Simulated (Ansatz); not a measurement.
# C8H6S2: the cost of one run

Computed with Ansatz 0.2.0 (DFT PBE0, Gaussian basis def2-SVP, and further levels as typed in the inputs, unless a step's input says otherwise).

### 1 The structure to begin with

Bond lengths (14 of 17 bonds, heavy atoms first): C1–C2 1.374 Å, C2–S3 1.707 Å, S3–C4 1.723 Å, C1–C5 1.427 Å, C4–C5 1.386 Å, C4–C6 1.451 Å, C6–C7 1.386 Å, C7–C8 1.427 Å, C8–C9 1.374 Å, C6–S10 1.723 Å, C9–S10 1.707 Å, C1–H11 1.083 Å, C2–H12 1.081 Å, C5–H13 1.083 Å. Angles (14 of 26 angles, heavy atoms first): C1–C2–S3 111.9°, C2–C1–C5 111.9°, C2–S3–C4 92.8°, S3–C4–C5 110.1°, S3–C4–C6 121.7°, C5–C4–C6 128.2°, C1–C5–C4 113.2°, C4–C6–C7 128.2°, C4–C6–S10 121.7°, C7–C6–S10 110.1°, C6–C7–C8 113.2°, C7–C8–C9 111.9°, C8–C9–S10 111.9°, C6–S10–C9 92.8°.

As a file:

```xyz
16

C     3.0160    0.3720    0.1330
C     2.9527    0.3879   -1.2398
S     1.3543    0.1985   -1.8069
C     0.7101    0.0906   -0.2122
C     1.7281    0.2013    0.7223
C    -0.7101   -0.0906    0.0255
C    -1.7281   -0.2013   -0.9090
C    -3.0160   -0.3720   -0.3197
C    -2.9527   -0.3879    1.0531
S    -1.3543   -0.1985    1.6202
H     3.9383    0.4773    0.6909
H     3.7691    0.5018   -1.9397
H     1.5685    0.1629    1.7931
H    -1.5685   -0.1629   -1.9798
H    -3.9383   -0.4773   -0.8777
H    -3.7691   -0.5017    1.7530
```

### 2 Relaxing the atoms: C8H6S2

Contents of input.yaml:

```yaml
relax:
  f_tol: 0.001
  max_steps: 200
crystal:
  periodic: [false, false, false]
  atoms:
    - { symbol: C, position_ang: [3.016, 0.372, 0.133] }
    - { symbol: C, position_ang: [2.9527, 0.3879, -1.2398] }
    - { symbol: S, position_ang: [1.3543, 0.1985, -1.8069] }
    - { symbol: C, position_ang: [0.7101, 0.0906, -0.2122] }
    - { symbol: C, position_ang: [1.7281, 0.2013, 0.7223] }
    - { symbol: C, position_ang: [-0.7101, -0.0906, 0.0255] }
    - { symbol: C, position_ang: [-1.7281, -0.2013, -0.909] }
    - { symbol: C, position_ang: [-3.016, -0.372, -0.3197] }
    - { symbol: C, position_ang: [-2.9527, -0.3879, 1.0531] }
    - { symbol: S, position_ang: [-1.3543, -0.1985, 1.6202] }
    - { symbol: H, position_ang: [3.9383, 0.4773, 0.6909] }
    - { symbol: H, position_ang: [3.7691, 0.5018, -1.9397] }
    - { symbol: H, position_ang: [1.5685, 0.1629, 1.7931] }
    - { symbol: H, position_ang: [-1.5685, -0.1629, -1.9798] }
    - { symbol: H, position_ang: [-3.9383, -0.4773, -0.8777] }
    - { symbol: H, position_ang: [-3.7691, -0.5017, 1.753] }
basis:
  gaussian: { orbitals: def2-SVP }
hamiltonian:
  xc: pbe0
```

Command:

```bash
$ ansatz run input.yaml --threads 6 --pin off --max-ram 10240MiB --backend cpu --events-out ev --progress --plain --runs-dir out
```

What time and memory should one allow on 6 threads of Arm Neoverse N1, shared host?

About 46 s, with a peak of 0.69 GiB.
